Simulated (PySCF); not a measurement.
# C6H11NO2Si: the cost of one run

Computed with PySCF 2.14.0, with density-fitted response routines of our own, on a single molecule, in the gas phase or a continuum. Atoms are numbered from 0 throughout.

### Step 1. Starting geometry

21 atoms, charge 0, multiplicity 1; geometry from: GFN2-xTB. The atoms were then displaced at random by about 0.01 Å, so the start is not that level's minimum.

Bonds of the start (Å): C0–Si1 1.87, Si1–C2 1.91, Si1–C3 1.90, Si1–O4 1.66, O4–C5 1.33, C5–C6 1.43, C6–N7 1.31, N7–O8 1.32, O8–C9 1.34, C9–C5 1.37, C0–H10 1.10, C0–H11 1.07, C0–H12 1.12, C2–H13 1.08, C2–H14 1.11, C2–H15 1.07, C3–H16 1.06, C3–H17 1.13, C3–H18 1.07, C6–H19 1.09, C9–H20 1.08.

### Step 2. Optimising the geometry at PBE0-D3(BJ)/def2-SVP

Job settings and geometry (Å):

```
{"job": {"xc": "PBE0", "basis": "def2-SVP", "d3": "d3bj", "grid": 1, "shake": 0.01, "kind": "geom"}, "charge": 0, "multiplicity": 1}
C     -2.017850     1.165000    -1.254470
Si    -0.949400     0.151980    -0.109590
C     -1.300180    -1.714880    -0.288180
C     -1.079690     0.688030     1.712910
O      0.554240     0.531870    -0.702570
C      1.770710     0.147130    -0.322740
C      2.174130    -0.748460     0.715440
N      3.477180    -0.861720     0.747310
O      3.968700    -0.085940    -0.203080
C      2.969070     0.517400    -0.863580
H     -1.819080     2.245720    -1.172030
H     -1.901340     0.904340    -2.290220
H     -3.113770     1.069820    -1.019280
H     -2.315090    -1.955030     0.010890
H     -0.622220    -2.317830     0.344800
H     -1.138860    -2.027830    -1.298020
H     -0.443930     0.138510     2.365900
H     -2.133130     0.537660     2.085370
H     -0.879800     1.731580     1.843280
H      1.518180    -1.270990     1.410340
H      3.210970     1.175930    -1.689460
```

On the command line:

```console
> OMP_NUM_THREADS=1 python probes_run.py task.json out
```

One launch serves the whole session: the jobs run in the order shown.

Q: Estimate the wall time and peak memory of this first job on 1 thread of Intel Xeon Platinum 8488C, shared host.

About 2.7 min, with a peak of 0.91 GiB.
